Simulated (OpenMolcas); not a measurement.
# Ga²⁺: CASSCF and CASPT2 terms and fine-structure levels

Aim: the low terms and levels of Ga²⁺, with their order and spacing, then second-order correlation under several settings.

Method: state-averaged CASSCF and CASPT2, spin-orbit coupling by RASSI with atomic mean-field integrals. Code: OpenMolcas 26.06.

**1. The atom as given**

* Species: Ga²⁺ (gallium, Z = 31, 29 electrons)
* Basis: ANO-RCC-VDZP [5s4p2d], 27 functions
* Scalar Hamiltonian: DKH2, point nucleus
* Inactive shells: 1s 2s 2p 3s 3p 3d
* Active space: 1 electron in 4 orbitals (4s 4p)
* Some configurations of this space: 4p, 4s
* Orbitals: optimised for each spin and parity, averaged over the low roots

Outer shells as boxes (Hund's rule):

4p
```
4p [↑ ][  ][  ]
```

4s
```
4s [↑ ]
```

The work runs as a chain of OpenMolcas steps in one folder; each step below is one input file. Labels, J, g values, rates, χT and fits are worked out afterwards by a script from the matrices that RASSI stores.

**2. One- and two-electron integrals**

a.inp reads:

```
&GATEWAY
Coord
1

Ga 0.0 0.0 0.0
Basis=ANO-RCC-VDZP
Group=XYZ
NoMove
AngMom=0.0 0.0 0.0
AMFI
&SEWARD
```

What it wrote:

```text
Basis set label: GA.ANO-RCC...5S4P2D.

      Electronic valence basis set:
      ------------------
      Associated Effective Charge  31.000000 au
      Associated Actual Charge     31.000000 au
      Nuclear Model: Point charge

      Shell  nPrim  nBasis  Cartesian Spherical Contaminant
         s      20       5        X
         p      17       4        X
         d      11       2                 X
                  Relativistic Douglas-Kroll-Hess integrals:
                    - DKH order of Hamiltonian: 2
                    - DKH order of Properties : 0
                  Atomic mean-field integrals
```

**3. CASSCF: doublets of even parity, 1 root**

a.inp reads:

```
&RASSCF
FileOrb=start.orb
Symmetry=1
Spin=2
nActEl=1 0 0
Inactive=8 6
Ras2=1 3
CIRoot=1 1 1
SDav=1
CIMx=300
Iter=120 100
PrWF=0.3
OrbListing=Nothing
MaxOrb=0
Atom
>>> COPY $Project.JobIph JOB001
```

start.orb holds the contracted functions of the basis, ordered by shell, or the orbitals of the step before.

What it wrote, cut to the lines that bear on the results:

```text
[...]
      Number of active orbitals                  4
[...]
      Spin quantum number                      0.5
[...]
      Active orbitals                            1   3
[...]
      Number of CSFs                             1
      Number of root(s) required                 1
[...]
 ###    WARNING: Problems in orbital optimization.                           ###
 ###                                                                         ###
 ###                                                                         ###
[...]
      Convergence after  4 iterations
[...]
      Natural orbitals and occupation numbers for root  1
      sym 1:   1.000000
      sym 2:   0.000000   0.000000   0.000000
::    RASSCF root number  1 Total energy:  -1941.23526773
```

The warning on the orbital optimisation comes with active orbitals that are nearly full or empty in all roots, whose rotations are then almost redundant.

**4. Reference wave functions, doublets of odd parity, 3 roots**

a.inp reads:

```
&RASSCF
FileOrb=start.orb
Symmetry=2
Spin=2
nActEl=1 0 0
Inactive=8 6
Ras2=1 3
CIRoot=3 3 1
SDav=3
CIMx=300
Iter=120 100
PrWF=0.3
OrbListing=Nothing
MaxOrb=0
Atom
>>> COPY $Project.JobIph JOB002
```

What it wrote, cut to the lines that bear on the results:

```text
[...]
      Number of active orbitals                  4
[...]
      Spin quantum number                      0.5
[...]
      Active orbitals                            1   3
[...]
      Number of CSFs                             3
      Number of root(s) required                 3
[...]
 ###    WARNING: Problems in orbital optimization.                           ###
 ###                                                                         ###
 ###                                                                         ###
[...]
      Convergence after  4 iterations
[...]
      Natural orbitals and occupation numbers for root  1
      sym 1:   0.000000
      sym 2:   1.000000  -0.000000   0.000000
      Natural orbitals and occupation numbers for root  2
      sym 1:   0.000000
      sym 2:   0.000000   0.000000   1.000000
      Natural orbitals and occupation numbers for root  3
      sym 1:   0.000000
      sym 2:  -0.000000   1.000000   0.000000
::    RASSCF root number  1 Total energy:  -1940.93955840
::    RASSCF root number  2 Total energy:  -1940.93955840
::    RASSCF root number  3 Total energy:  -1940.93955840
```

The warning on the orbital optimisation comes with active orbitals that are nearly full or empty in all roots, whose rotations are then almost redundant.

**5. RASSI: spin-orbit coupling between the states**

a.inp reads:

```
&RASSI
NrOfJobIphs=2 1 3
1
1 2 3
IphNames
JOB001
JOB002
EJob
SpinOrbit
DIPRint=1.0
SOCoupling=1000.0
Subsets=2
MEES
Property=10
'ANGMOM' 1 'ANGMOM' 2 'ANGMOM' 3 'MLTPL  1' 1 'MLTPL  1' 2 'MLTPL  1' 3
'AMFI' 1 'AMFI' 2 'AMFI' 3 'MLTPL  2' 6
SOProperty=3
'ANGMOM' 1 'ANGMOM' 2 'ANGMOM' 3
```

What it wrote:

```text
SPIN-FREE ENERGIES:
  (Shifted by EMIN (a.u.) =      -1941.2352677274)

 SF State       Relative EMIN(au)   Rel lowest level(eV)    D:o, cm**(-1)      L_eff

     1             0.0000000000        0.0000000000              0.0000         0.0
     2             0.2957093277        8.0466607336          64900.6957         1.0
     3             0.2957093277        8.0466607336          64900.6957         1.0
     4             0.2957093277        8.0466607336          64900.6957         1.0
     Dipole printing threshold changed to   1.00000000E+00

++ Dipole transition strengths (spin-free states):
   -----------------------------------------------
     for osc. strength at least  1.00000000E+00

  ( Max oscillator strength is only   0.33584661910195246      )
--
Eigenvalues of complex Hamiltonian:
   -----------------------------------
  (Shifted by EMIN (a.u.) =      -1941.2352677274)

 SO State       Relative EMIN(au)   Rel lowest level(eV)    D:o, cm**(-1)     J-value

     1             0.0000000000        0.0000000000              0.0000         0.4
     2             0.0000000000        0.0000000000              0.0000         0.4
     3             0.2905865868        7.9072638512          63776.3840         0.4
     4             0.2905865868        7.9072638512          63776.3840         0.4
     5             0.2982706982        8.1163591749          65462.8515         1.0
     6             0.2982706982        8.1163591749          65462.8515         1.0
     7             0.2982706982        8.1163591749          65462.8515         1.3
     8             0.2982706982        8.1163591749          65462.8515         1.3
Weights of the five most important spin-orbit-free states for each spin-orbit state.

 SO State  Total energy (au)           Spin-free states, spin, and weights
 -------------------------------------------------------------------------------------------------------
    1         0.000000       1 0.5  1.0000    4 0.5  0.0000    3 0.5  0.0000    2 0.5  0.0000
    2         0.000000       1 0.5  1.0000    4 0.5  0.0000    3 0.5  0.0000    2 0.5  0.0000
    3         0.290587       4 0.5  0.3333    2 0.5  0.3333    3 0.5  0.3333    1 0.5  0.0000
    4         0.290587       4 0.5  0.3333    2 0.5  0.3333    3 0.5  0.3333    1 0.5  0.0000
    5         0.298271       4 0.5  0.6667    3 0.5  0.1667    2 0.5  0.1667    1 0.5  0.0000
    6         0.298271       4 0.5  0.6667    3 0.5  0.1667    2 0.5  0.1667    1 0.5  0.0000
    7         0.298271       3 0.5  0.5000    2 0.5  0.5000    4 0.5  0.0000    1 0.5  0.0000
    8         0.298271       3 0.5  0.5000    2 0.5  0.5000    4 0.5  0.0000    1 0.5  0.0000
 -------------------------------------------------------------------------------------------------------
```

Time for these steps: 5.8 s (1 thread, shared host).

The roots that group into whole terms:

| configuration | term | E (eV) |
| --- | --- | --- |
| 4s | ²S | 0.0000 |
| 4p | ²P° | 8.0467 |

Levels with spin-orbit coupling, from the RASSI matrices grouped by J:

```
Configuration  Term    J  E (eV)      g  Leading %
           4s    ²S  1/2  0.0000  2.002        100
           4p   ²P°  1/2  7.9073  0.666        100
           4p   ²P°  3/2  8.1164  1.334        100
```

Orbitals of the lowest block:

| shell | space | energy (hartree) | mean occupation | ⟨r²⟩ (bohr²) |
| --- | --- | --- | --- | --- |
| 1s | inactive | -384.4111 | 2.000 | 0.00314 |
| 2s | inactive | -50.0181 | 2.000 | 0.0555 |
| 2p | inactive | -43.4800 | 6.000 | 0.0445 |
| 3s | inactive | -7.3226 | 2.000 | 0.489 |
| 3p | inactive | -5.2709 | 6.000 | 0.543 |
| 3d | inactive | -1.9116 | 10.000 | 0.795 |
| 4s | RAS2 |  | 1.000 | 5.31 |
| 4p | RAS2 |  | 0.000 | 11.3 |

**6. CASPT2: IPEA 0.25, imaginary shift 0.1 (closed shells correlated: 3d)**

a.inp reads:

```
>>> COPY JOB001 $Project.JobIph
&CASPT2
Multistate=1 1
Frozen=3 6
IPEA=0.25
Imaginary=0.1
MaxIter=60
WThr=0.0 0.3 0.05
PrWF=0.5
NoMix
>>> COPY JOB002 $Project.JobIph
&CASPT2
Multistate=3 1 2 3
Frozen=3 6
IPEA=0.25
Imaginary=0.1
MaxIter=60
WThr=0.0 0.3 0.05
PrWF=0.5
NoMix
```

What it wrote:

```text
Orbital specifications:
      -----------------------

      Symmetry species                           1   2
                                                ag  au
      Frozen orbitals                            3   6
      Inactive orbitals                          5   0
      Active orbitals                            1   3
      Secondary orbitals                         6   3
      Deleted orbitals                           0   0
      Number of basis functions                 15  12
Type of calculation                        SS-CASPT2
      Fock operator                              state-specific
      IPEA shift                                 0.25
      Real shift                                 0.00
      Imaginary shift                            0.10
      The input orbitals will be transformed to quasi-canonical
Reference energy:       -1941.2352677274
      E2 (Non-variational):      -0.1898859767
      Shift correction:          -0.0000467494
      E2 (Variational):          -0.1899327261
      Total energy:           -1941.4252004536
      Residual norm:              0.0000001148
      Reference weight:           0.97186
      Contributions to the CASPT2 correlation energy
      Active & Virtual Only:         -0.0000000000
      One Inactive Excited:          -0.0048967292
      Two Inactive Excited:          -0.1849892475
::    CASPT2 Root  1     Total energy:  -1941.42520045
Orbital specifications:
      -----------------------

      Symmetry species                           1   2
                                                ag  au
      Frozen orbitals                            3   6
      Inactive orbitals                          5   0
      Active orbitals                            1   3
      Secondary orbitals                         6   3
      Deleted orbitals                           0   0
      Number of basis functions                 15  12
Type of calculation                        MS-CASPT2
      Fock operator                              state-specific
      IPEA shift                                 0.25
      Real shift                                 0.00
      Imaginary shift                            0.10
      The input orbitals will be transformed to quasi-canonical
Reference energy:       -1940.9395583997
      E2 (Non-variational):      -0.1874262245
      Shift correction:          -0.0000465368
      E2 (Variational):          -0.1874727613
      Total energy:           -1941.1270311610
      Residual norm:              0.0000000878
      Reference weight:           0.97238
      Contributions to the CASPT2 correlation energy
      Active & Virtual Only:          0.0000000000
      One Inactive Excited:          -0.0039900185
      Two Inactive Excited:          -0.1834362060
Reference energy:       -1940.9395583997
      E2 (Non-variational):      -0.1874262245
      Shift correction:          -0.0000465368
      E2 (Variational):          -0.1874727613
      Total energy:           -1941.1270311610
      Residual norm:              0.0000000878
      Reference weight:           0.97238
      Contributions to the CASPT2 correlation energy
      Active & Virtual Only:          0.0000000000
      One Inactive Excited:          -0.0039900185
      Two Inactive Excited:          -0.1834362060
::    CASPT2 Root  1     Total energy:  -1941.12703116
::    CASPT2 Root  2     Total energy:  -1941.12703116
::    CASPT2 Root  3     Total energy:  -1941.12703116
::    MS-CASPT2 Root  1     Total energy:  -1941.12703116
::    MS-CASPT2 Root  2     Total energy:  -1941.12703116
::    MS-CASPT2 Root  3     Total energy:  -1941.12703116
```

Time for this run: 0.78 s (1 thread, shared host).

SS-CASPT2: lowest energy less the reference's lowest, -0.1899 hartree; reference weights 0.972. These are the single-state energies of the run (the lines without MS-).

Levels with spin-orbit coupling, from the RASSI matrix with the averaged CASPT2 term energies on its diagonal:

```tsv
Configuration	Term	J	E (eV)	g	Leading %
4s	²S	1/2	0.0000	2.002	100
4p	²P°	1/2	7.974	0.666	100
4p	²P°	3/2	8.183	1.334	100
```

The strongest lines between these levels (SS-CASPT2 energies, vacuum wavelengths; moments from the reference wave functions; branching within the model space):

| upper | lower | type | λ (nm) | A (s-1) | branching % |
| --- | --- | --- | --- | --- | --- |
| 4p ²P°_3/2 | 4s ²S_1/2 | E1 | 151.5 | 9.92e+08 | 100.0 |
| 4p ²P°_1/2 | 4s ²S_1/2 | E1 | 155.5 | 9.18e+08 | 100.0 |
| 4p ²P°_3/2 | 4p ²P°_1/2 | M1 | 5930 | 4.33e-02 | 0.0 |
| 4p ²P°_3/2 | 4p ²P°_1/2 | E2 | 5930 | 2.14e-05 | 0.0 |

**7. CASPT2: IPEA 0.25, imaginary shift 0.1 (closed shells correlated: 3d), extended multistate**

a.inp, as its differences from that of step 6:

```diff
@@ -12,3 +12,3 @@
 &CASPT2
-Multistate=3 1 2 3
+XMultistate=3 1 2 3
 Frozen=3 6
```

What it wrote, cut to the lines that bear on the results:

```text
[...]
      Active orbitals                            1   3
[...]
      E2 (Variational):          -0.1899327261
      Total energy:           -1941.4252004536
[...]
::    CASPT2 Root  1     Total energy:  -1941.42520045
[...]
      Reference weight:           0.97212
[...]
::    XMS-CASPT2 Root  1     Total energy:  -1941.12733216
::    XMS-CASPT2 Root  2     Total energy:  -1941.12733123
::    XMS-CASPT2 Root  3     Total energy:  -1941.12733123
```

Time for this run: 0.73 s (1 thread, shared host).

XMS-CASPT2: lowest energy less the reference's lowest, -0.1899 hartree; reference weights 0.972.

Spin-free terms, from the roots grouped by L:

| configuration | term | E (eV) | spread (cm-1) |
| --- | --- | --- | --- |
| 4s | ²S | 0.0000 | 0 |
| 4p | ²P° | 8.105 | 0 |

Fine-structure levels, from the RASSI matrix with the averaged CASPT2 term energies on its diagonal:

```csv
Configuration,Term,J,E (eV),g,Leading %
4s,²S,1/2,0.0000,2.002,100
4p,²P°,1/2,7.966,0.666,100
4p,²P°,3/2,8.175,1.334,100
```

**8. The methods side by side**

A. CASSCF
B. SS-CASPT2, IPEA 0.25, imaginary shift 0.1 (closed shells correlated: 3d)
C. XMS-CASPT2, IPEA 0.25, imaginary shift 0.1 (closed shells correlated: 3d)

Energies in eV above each method's lowest level; measured values from Shirai, Reader, Kramida and Sugar, J. Phys. Chem. Ref. Data 36, 509 (2007).

| level | A | B | C | measured |
| --- | --- | --- | --- | --- |
| 4s ²S_1/2 | 0.0000 | 0.0000 | 0.0000 | 0.0000 |
| 4p ²P°_1/2 | 7.9073 | 7.974 | 7.966 | 8.0800 |
| 4p ²P°_3/2 | 8.1164 | 8.183 | 8.175 | 8.2930 |

Mean absolute deviation from the 2 measured excited levels that all methods hold: A 1400 cm⁻¹, B 870 cm⁻¹, C 930 cm⁻¹.

**9. Results**

```
                                                     quantity                                                                     value
                                                       method  SS-CASPT2, IPEA 0.25, imaginary shift 0.1 (closed shells correlated: 3d)
                                                 lowest level                                  4s ²S_1/2, 100 % of that term, g = 2.002
                                  ground level listed by NIST                                                                     2S1/2
                                          first excited level                                                    4p ²P°_1/2 at 7.974 eV
strongest of the lines computed, by gA, at SS-CASPT2 energies                        4p ²P°_3/2 → 4s ²S_1/2, 151.5 nm, A = 9.92e+08 s⁻¹
```

Cost and accuracy by method:

| method | time of its own steps | time with the reference | mean absolute difference from the measured levels (cm-1) |
| --- | --- | --- | --- |
| A. CASSCF | 5.8 s | 5.8 s | 1400 |
| B. SS-CASPT2, IPEA 0.25, imaginary shift 0.1, +3d | 0.78 s | 6.6 s | 870 |
| C. XMS-CASPT2, IPEA 0.25, imaginary shift 0.1, +3d | 0.73 s | 6.6 s | 930 |

Times are of one thread on a shared host.

What this shows: Method B lies closest to the measured levels (870 cm⁻¹ on average) and A farthest (1400). Only the configurations of the active space and the roots asked for are present. Only valence configurations of the active space appear, up to the ionisation limit; * or ° marks odd parity.
